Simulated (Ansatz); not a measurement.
This script drives Ansatz 0.2.0, Python API.

`y.py`:
```python
"""Enthalpies of two structures of Y under pressure."""

import warnings

import ansatz
import numpy as np

FUNCTIONAL = "r2scan"
DISPERSION = "d3bj"
K_SPACING = 0.26
FILLING = "fermi_dirac"
WIDTH_EV = 0.05


def diamond(A, a):
    return (
        ansatz.Lattice.fcc(a)
        .space_group(227, origin_choice=1)
        .atom(A, (0, 0, 0))
        .primitive()
    )


def sc(first, a):
    return (
        ansatz.Lattice.cubic(a)
        .space_group(221)
        .atom(first, (0, 0, 0))
    )


def compute(name, crystal, pressure=0.0):
    calc = (
        crystal.calculation()
        .functional(FUNCTIONAL, dispersion=DISPERSION)
        .pseudopotentials("nc")
        .initial_density(normalization="cell")
        .kpoints(spacing=K_SPACING)  # the mesh must be finer for metals
        .occupations(FILLING, width=WIDTH_EV)  # the run then minimises F = E - TS
    )
    calc = calc.relax(force_tolerance=0.03, max_steps=40, cell=True, pressure=pressure)
    return calc.run(threads=1)


def volume_per_atom(outcome):
    return abs(np.linalg.det(outcome.lattice.cell_ang)) / len(outcome.lattice.sites)

warnings.simplefilter("ignore")

phases = {}
phases["diamond"] = diamond("Y", 7.0)
phases["sc"] = sc("Y", 3.31)

# H = E + PV, with 1 eV per cubic angstrom equal to 160.2 GPa
pressures = [0, 5, 10, 20]
enthalpy, volume = {name: [] for name in phases}, {name: [] for name in phases}
for p in pressures:
    for name, crystal in phases.items():
        o = compute(name, crystal, pressure=p)
        volume[name].append(volume_per_atom(o))
        enthalpy[name].append(o.report["energy_sigma0_ev"] / len(o.lattice.sites) + p * volume[name][-1] / 160.21766)
gap = np.array(enthalpy["sc"]) - np.array(enthalpy["diamond"])
rows = [(p, va, vb, 1000 * d) for p, va, vb, d in zip(pressures, volume["diamond"], volume["sc"], gap)]
print("   P (GPa)  V diamond (A^3/atom)  V sc (A^3/atom)  H(sc) - H(diamond) (meV/atom)")
for row in rows:
    print(f"{row[0]:10d}  {row[1]:20.3f}  {row[2]:15.3f}  {row[3]:+29.1f}")
crossings = [p0 - g0 * (p1 - p0) / (g1 - g0) for p0, p1, g0, g1 in zip(pressures, pressures[1:], gap, gap[1:]) if g0 * g1 < 0]
print("crossing near", [round(float(p), 1) for p in crossings], "GPa") if crossings else print("no crossing in this range")
```

It is started by `python y.py`. Estimate its wall time and peak memory on 1 thread of Arm Neoverse V1, with other jobs on the host.

It took about 7.3 min, with a peak of 1.2 GiB, for 8 runs of the engine.

`python y.py` gives:
```text
   P (GPa)  V diamond (A^3/atom)  V sc (A^3/atom)  H(sc) - H(diamond) (meV/atom)
         0                39.093           33.296                        -1279.1
         5                27.965           28.722                        -1307.7
        10                25.335           26.106                        -1290.3
        20                22.677           23.077                        -1247.6
no crossing in this range
```

Caveats:
- These settings explore the input space; cutoff and mesh may be short of convergence.
- The dispersion term runs with damping parameters of another functional.
- Such functionals run on norm-conserving files made under PBE, which can move pressures by some GPa.
- At a fixed pressure a relaxation lowers the enthalpy F + PV, while F alone can rise.
- Dispersion corrections can be off by several per cent in the lattices of metals, and by several GPa in the pressure at a fixed cell.
- For the metals among these phases the mesh is modest: differences between phases can be off by up to 40 meV an atom.
- Only these two structures are compared, at zero temperature and with their symmetry kept; either may be hypothetical, and another phase may be lower than both. Differences under about 40 meV an atom lie within the error of mesh and functional.
- The cells are prototypes set up for this calculation and needn't exist.
- The script silences warnings, which a real study should read.
